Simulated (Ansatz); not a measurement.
Crystal: TiSn.

```
Ti Sn
1.0
     0.00000    2.80055    2.80055
     2.80055    0.00000    2.80055
     2.80055    2.80055    0.00000
Ti Sn
1 1
Cartesian
  0.0000 0.0000 0.0000
  2.8005 2.8005 2.8005
```

The cell was built by a generator and needn't be a form met in nature.

```yaml
Program: Ansatz 0.2.0
Task: relaxation of cell and atoms
Functional: PBE
Dispersion: D3(BJ)
Potentials_or_basis: Ansatz PAW
Cutoff: "420 eV (not typed: the program's choice for these potentials)"
k_mesh: 8 × 8 × 8
Occupations: fermi-dirac, width 0.05 eV
Spin: no spin polarisation
```

At the start: volume 21.96 Å³/atom.

Problem. How do energy, volume and symmetry change on relaxing?

Solution. It ends after 4 steps and the volume is 21.06 Å³/atom (-4.1 %); space group Fm-3m (No. 225, to 0.05 Å).

Step by step:
```tsv
step	energy change (eV)	largest force (eV/Å)	volume (Å³)
1	0.0000	0.0000	43.93
2	-0.0204	0.0000	42.27
3	-0.0206	0.0000	42.13
4	-0.0202	0.0000	42.13
```

Final structure:
```xyz
2
Lattice="0.0000 2.7617 2.7617 2.7617 0.0000 2.7617 2.7617 2.7617 0.0000" Properties=species:S:1:pos:R:3 pbc="T T T"
Ti    0.0000    0.0000    0.0000
Sn    2.7617    2.7617    2.7617
```

Caveat: the plane-wave basis is chosen anew once the cell has moved, so the energies of steps on either side of that aren't comparable; pairwise dispersion overbinds metals, which lowers pressure and volume.
